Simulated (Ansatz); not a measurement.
# C₃H₉GaO₂: geometry optimisation

The task is to find a stationary geometry of C₃H₉GaO₂.

The runs use Ansatz 0.2.0, Gaussian basis; RKS PBE0-D4/def2-TZVP.

The runs, in order: relaxation at PBE0-D4/def2-TZVP.

1 further run of the same task is left out (set aside as unsound or not needed).

### 1 The system as given

SMILES `CC(C)[O][GaH][OH]`, 15 atoms, charge 0, spin multiplicity 1.

Atoms are counted from 1 here; the program's logs count them from 0.

Bond lengths: C1–C2 1.525 Å, C1–H7 1.087 Å, C1–H8 1.090 Å, C1–H9 1.092 Å, C2–C3 1.526 Å, C2–O4 1.410 Å, C2–H10 1.100 Å, C3–H11 1.090 Å, C3–H12 1.087 Å, C3–H13 1.087 Å, O4–Ga5 1.744 Å, Ga5–O6 1.715 Å, Ga5–H14 1.512 Å, O6–H15 0.955 Å. Angles: C2–C1–H7 110.8°, C2–C1–H8 109.6°, C2–C1–H9 109.1°, H7–C1–H8 109.2°, H7–C1–H9 109.3°, H8–C1–H9 108.8°, C1–C2–C3 110.9°, C1–C2–O4 111.3°, C1–C2–H10 109.2°, C3–C2–O4 109.5°, C3–C2–H10 109.2°, O4–C2–H10 106.6°, C2–C3–H11 109.4°, C2–C3–H12 109.9°, C2–C3–H13 110.5°, H11–C3–H12 108.5°, H11–C3–H13 109.3°, H12–C3–H13 109.2° and more.

Geometry (Å):

```xyz
15

C    -1.31000    0.62368   -0.80921
C     0.20264    0.42716   -0.79407
C     0.59536   -0.83286   -1.56064
O     0.69696    0.34937    0.52428
Ga    0.06718    0.02110    2.11710
O     1.20783   -0.19985    3.37864
H    -1.67295    0.75016   -1.82616
H    -1.57003    1.50552   -0.22284
H    -1.78780   -0.25024   -0.36143
H     0.68587    1.29885   -1.25956
H     0.12583   -1.70020   -1.09728
H     1.67378   -0.96469   -1.52670
H     0.27614   -0.76229   -2.59712
H    -1.35286   -0.06518    2.63045
H     2.16206   -0.20055    3.40455
```

The start is a GFN2-xTB geometry.

### 2 Relaxation at PBE0-D4/def2-TZVP

Input file in.yaml:

```yaml
crystal:
  periodic: [false, false, false]
  atoms:
    - {symbol: C, position_ang: [-1.310000, 0.623680, -0.809210]}
    - {symbol: C, position_ang: [0.202640, 0.427160, -0.794070]}
    - {symbol: C, position_ang: [0.595360, -0.832860, -1.560640]}
    - {symbol: O, position_ang: [0.696960, 0.349370, 0.524280]}
    - {symbol: Ga, position_ang: [0.067180, 0.021100, 2.117100]}
    - {symbol: O, position_ang: [1.207830, -0.199850, 3.378640]}
    - {symbol: H, position_ang: [-1.672950, 0.750160, -1.826160]}
    - {symbol: H, position_ang: [-1.570030, 1.505520, -0.222840]}
    - {symbol: H, position_ang: [-1.787800, -0.250240, -0.361430]}
    - {symbol: H, position_ang: [0.685870, 1.298850, -1.259560]}
    - {symbol: H, position_ang: [0.125830, -1.700200, -1.097280]}
    - {symbol: H, position_ang: [1.673780, -0.964690, -1.526700]}
    - {symbol: H, position_ang: [0.276140, -0.762290, -2.597120]}
    - {symbol: H, position_ang: [-1.352860, -0.065180, 2.630450]}
    - {symbol: H, position_ang: [2.162060, -0.200550, 3.404550]}
basis:
  gaussian: {orbitals: def2-TZVP}
hamiltonian: {xc: pbe0, dispersion: d4}
relax: {f_tol: 0.005, max_steps: 150}
```

Started as:

```
> ansatz run in.yaml --threads 2 --pin off --events-out ev --progress --plain --max-ram 32768MiB --backend cuda --devices 0, --max-vram 18GiB
```

**Question.** What will the summary of the whole plan be? Wanted: point group; shift from the start; total energy; dispersion term; dipole moment.

As calculated:

| quantity | value |
| --- | --- |
| point group | Cs |
| steps | 30 |
| shift from the start (rms) | 0.564 Å |
| total energy | -59719.3908 eV |
| dispersion term | -277 meV |
| dipole moment | 1.98 D |

What this shows: The atoms moved 0.56 Å (rms) from the start; the bond that changed most is Ga5–O6, from 1.715 to 1.779 Å. No vibrations were run, so it is not proven to be a minimum. The largest Mulliken charge, -0.57 e, sits on O6.
